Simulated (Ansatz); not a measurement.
# Ag: the cost of one run

Program: Ansatz 0.2.0. Level of theory: DFT PBEsol, scalar-relativistic, plane waves, PAW. These are calculated values, not measurements.

2 further runs of the same task are left out: 1 that didn't finish, 1 set aside as unsound or not needed.

**1. Starting point**

The structure is cubic, space group Fm-3m (No. 225). The conventional cell has a = 4.086 Å, b = 4.086 Å, c = 4.086 Å, α = 90.00°, β = 90.00°, γ = 90.00°. Ag (site symmetry m-3m) is surrounded by 12 Ag at 2.89 Å.

Structure file:

```
CELL_PARAMETERS angstrom
2.04310 -2.04310 0.00000
2.04310 0.00000 -2.04310
8.17240 8.17240 8.17240
ATOMIC_POSITIONS crystal
Ag 0.66667 0.66667 0.16667
Ag 0.00000 0.00000 0.00000
Ag 0.33333 0.33333 0.33333
Ag 0.66667 0.66667 0.66667
Ag 0.00000 0.00000 0.50000
Ag 0.33333 0.33333 0.83333
```

No relaxation comes first: the listed cell is the starting point.

**2. The reference cell**

The cell is repeated 6 times, 6 atoms in all. Reference values: F = -45133.4812 eV; pressure -2.64 GPa; largest force 0.000 eV/Å; gap on the mesh none (metal). It was computed beforehand with the settings of the runs below.

**3. The scan: a stacking-fault curve**

The cut lies on the cell's a–b face, a (1 1 1) plane of area 7.23 Å², between layers 2.36 Å apart (Ag below, Ag above); the cell is 14.2 Å thick. Vector c is tilted by f times 1·a + 1·b (length 5.005 Å) with the atoms' Cartesian places fixed: one unrelaxed fault per cell.

**4. f = 0.167**

Contents of input.yaml:

```yaml
crystal:
  lattice:
    - [2.0431, -2.0431, 0.0]
    - [2.0431, 0.0, -2.0431]
    - [8.85356954, 7.83181523, 7.83181523]
  atoms:
    - { symbol: Ag, position: [0.6527777783, 0.6527777783, 0.0833166667] }
    - { symbol: Ag, position: [-0.152805555, -0.152805555, 0.91665] }
    - { symbol: Ag, position: [0.2916611117, 0.2916611117, 0.2499833333] }
    - { symbol: Ag, position: [0.5694277783, 0.5694277783, 0.5833166667] }
    - { symbol: Ag, position: [-0.069455555, -0.069455555, 0.41665] }
    - { symbol: Ag, position: [0.2083111117, 0.2083111117, 0.7499833333] }
basis:
  ecutwfc: 420
kpoints:
  mp_grid: { grid: [18, 18, 4] }
hamiltonian:
  xc: pbesol
scf:
  occupations: { method: gaussian, width: 0.15 }
output:
  forces: true
  stress: true
  eigenvalues: true
```

Launch:

```console
> ansatz run input.yaml --threads 2 --pin off --max-ram 5120MiB --backend cpu --events-out ev --progress --plain --runs-dir out
```

**Question.** How long does this run take on 2 threads of Arm Neoverse V1, shared host, and how much memory does it need?

About 63 s, with a peak of 1.6 GiB.
